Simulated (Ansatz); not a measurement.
# C₂H₄BN (SMILES B#CNC): single points off equilibrium

A test off equilibrium: a frame of a short trajectory is computed at several levels, and each is set against CCSD(T).

Method: single points in def2-TZVPP; program: Ansatz 0.2.0, Gaussian basis.

Cores are frozen in the correlated methods.

### 1 The starting structure

SMILES `B#CNC`, 8 atoms, charge 0, spin multiplicity 1.

Atoms are counted from 1 here; the program's logs count them from 0.

Bond lengths: B1–C2 1.593 Å, C2–N3 1.281 Å, N3–C4 1.462 Å, N3–H5 1.074 Å, C4–H6 1.108 Å, C4–H7 1.115 Å, C4–H8 1.116 Å. Angles: B1–C2–N3 137.7°, C2–N3–C4 120.1°, C2–N3–H5 120.5°, C4–N3–H5 118.9°, N3–C4–H6 103.8°, N3–C4–H7 105.7°, N3–C4–H8 116.4°, H6–C4–H7 108.5°, H6–C4–H8 109.7°, H7–C4–H8 112.1°.

As a file:

```mol
C2H4BN
  3D, bonds by distance, orders not assigned

  8  7  0  0  0  0  0  0  0  0999 V2000
    2.7225   -0.2096    0.1664 B   0  0
    1.2939   -0.5135   -0.4686 C   0  0
    0.1820    0.1007   -0.6380 N   0  0
   -0.8919   -0.0414    0.3440 C   0  0
    0.0698    0.8170   -1.4303 H   0  0
   -0.6728    0.7482    1.0901 H   0  0
   -0.7332   -1.0356    0.8235 H   0  0
   -1.9331    0.0797   -0.0380 H   0  0
  1  2  8  0
  2  3  8  0
  3  4  8  0
  3  5  8  0
  4  6  8  0
  4  7  8  0
  4  8  8  0
M  END
```

### 2 PBE-D4/def2-TZVPP

Contents of run/in.yaml:

```yaml
crystal:
  periodic: [false, false, false]
  atoms:
    - {symbol: B, position_ang: [2.722521, -0.209587, 0.166431]}
    - {symbol: C, position_ang: [1.293854, -0.513511, -0.468616]}
    - {symbol: N, position_ang: [0.182008, 0.100688, -0.638027]}
    - {symbol: C, position_ang: [-0.891905, -0.041386, 0.343990]}
    - {symbol: H, position_ang: [0.069849, 0.816990, -1.430334]}
    - {symbol: H, position_ang: [-0.672810, 0.748192, 1.090061]}
    - {symbol: H, position_ang: [-0.733210, -1.035648, 0.823534]}
    - {symbol: H, position_ang: [-1.933060, 0.079704, -0.037990]}
basis:
  gaussian: {orbitals: def2-TZVPP}
hamiltonian: {xc: pbe, dispersion: d4}
output: {forces: true}
```

Command:

```console
ansatz run in.yaml --threads 2 --pin off --events-out ev --progress --plain --max-ram 3481MiB
```

### 3 r2SCAN-D4/def2-TZVPP

run/in.yaml: that of step 2 with these lines changed.

```diff
@@ -13,3 +13,3 @@
   gaussian: {orbitals: def2-TZVPP}
-hamiltonian: {xc: pbe, dispersion: d4}
+hamiltonian: {xc: r2scan, dispersion: d4}
 output: {forces: true}
```

### 4 PBE0-D4/def2-TZVPP

run/in.yaml: that of step 3 with these lines changed.

```diff
@@ -13,3 +13,3 @@
   gaussian: {orbitals: def2-TZVPP}
-hamiltonian: {xc: r2scan, dispersion: d4}
-output: {forces: true}
+hamiltonian: {xc: pbe0, dispersion: d4}
+output: {forces: true, orbitals: {seedname: orbitals}}
```

### 5 wB97M-V/def2-TZVPP

run/in.yaml: that of step 4 with these lines changed.

```diff
@@ -13,3 +13,3 @@
   gaussian: {orbitals: def2-TZVPP}
-hamiltonian: {xc: pbe0, dispersion: d4}
-output: {forces: true, orbitals: {seedname: orbitals}}
+hamiltonian: {xc: {name: wB97M-V}}
+output: {forces: true}
```

### 6 CCSD(T)/def2-TZVPP

run/in.yaml: that of step 5 with these lines changed.

```diff
@@ -13,3 +13,3 @@
   gaussian: {orbitals: def2-TZVPP}
-hamiltonian: {xc: {name: wB97M-V}}
+correlation: {method: ccsd_t}
 output: {forces: true}
```

(Steps that only read results are left out.)

Before running it: what results should come out? Wanted: energy less free atoms, CCSD(T)/def2-TZVPP; RMS force component; RMS force error; HOMO and LUMO, PBE0-D4; T1 diagnostic.

**Answer**, as computed:

| quantity | value |
| --- | --- |
| energy less free atoms, CCSD(T)/def2-TZVPP | -28.341 eV |
| RMS force component | 1.008 to 1.069 eV/Å over the methods |
| RMS force error | PBE-D4 0.230, r2SCAN-D4 0.198, PBE0-D4 0.278, wB97M-V 0.285 eV/Å |
| HOMO and LUMO, PBE0-D4 | -5.88 and -2.68 eV |
| T1 diagnostic | 0.032 |

In words: Against CCSD(T) the functionals' energies less atoms differ by -2.381 to -1.057 eV, PBE-D4 by -2.381 eV. A larger basis would deepen the CCSD(T) value, while the functionals are nearly converged already, so the order here is not reliable. On forces the order runs from r2SCAN-D4 to wB97M-V. Frozen-core CCSD(T) forces in triple zeta carry basis errors of their own, and this is one geometry, so small gaps rank nothing. The T1 diagnostic is large here, over the usual mark for main-group molecules (transition-metal compounds often pass it harmlessly), so CCSD(T) itself may be off. The restricted Hartree–Fock reference is unstable towards an unrestricted one at one or more of these structures.
